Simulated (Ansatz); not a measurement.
# SnO: how energies converge with the basis set

Aim: see how fast density functionals converge with the basis set for SnO.

Program: Ansatz 0.2.0, Gaussian basis. Level of theory: one geometry, several basis sets. These are calculated values, not measurements.

The runs, in order: PBE0-D4/def2-SVP; ωB97M-V/def2-SVP; PBE0-D4/def2-QZVPP; ωB97M-V/def2-QZVPP; the functionals' def2-TZVPP values are taken from earlier runs.

### Step 1. Structure used throughout

All runs share one geometry, relaxed beforehand with PBE0-D4 in a triple-zeta def2 set. Sn takes the def2 core potential; no spin-orbit term is included.

SMILES `[O]=[Sn]`, 2 atoms, charge 0, spin multiplicity 1.

Atoms are counted from 1 here; the program's logs count them from 0.

Bond lengths: O1–Sn2 1.818 Å.

### Step 2. PBE0-D4 in def2-SVP

in.yaml reads:

```yaml
crystal:
  periodic: [false, false, false]
  atoms:
    - {symbol: O, position_ang: [-0.000000, 0.000000, -0.007106]}
    - {symbol: Sn, position_ang: [0.000000, -0.000000, 1.810686]}
basis:
  gaussian: {orbitals: def2-SVP}
hamiltonian: {xc: pbe0, dispersion: d4}
output: {orbitals: {seedname: orbitals}}
```

Run with:

```
$ ansatz run in.yaml --threads 2 --pin off --events-out ev --progress --plain --max-ram 32768MiB --backend cpu
```

Further steps of the session: ωB97M-V in def2-SVP; PBE0-D4 in def2-QZVPP; ωB97M-V in def2-QZVPP.

Before running them: what should the planned runs give, taken together? Wanted: PBE0-D4: double and triple zeta above quadruple; ωB97M-V: double and triple zeta above quadruple.

**Answer**, as computed:

| quantity | value |
| --- | --- |
| PBE0-D4: double and triple zeta above quadruple | 3.18, 0.18 eV |
| ωB97M-V: double and triple zeta above quadruple | 3.25, 0.18 eV |

What this shows: For PBE0-D4 the step from double to triple zeta gains 3.00 eV and the next only 0.18 eV. Total energies overstate the basis error of differences, where much of it tends to cancel.
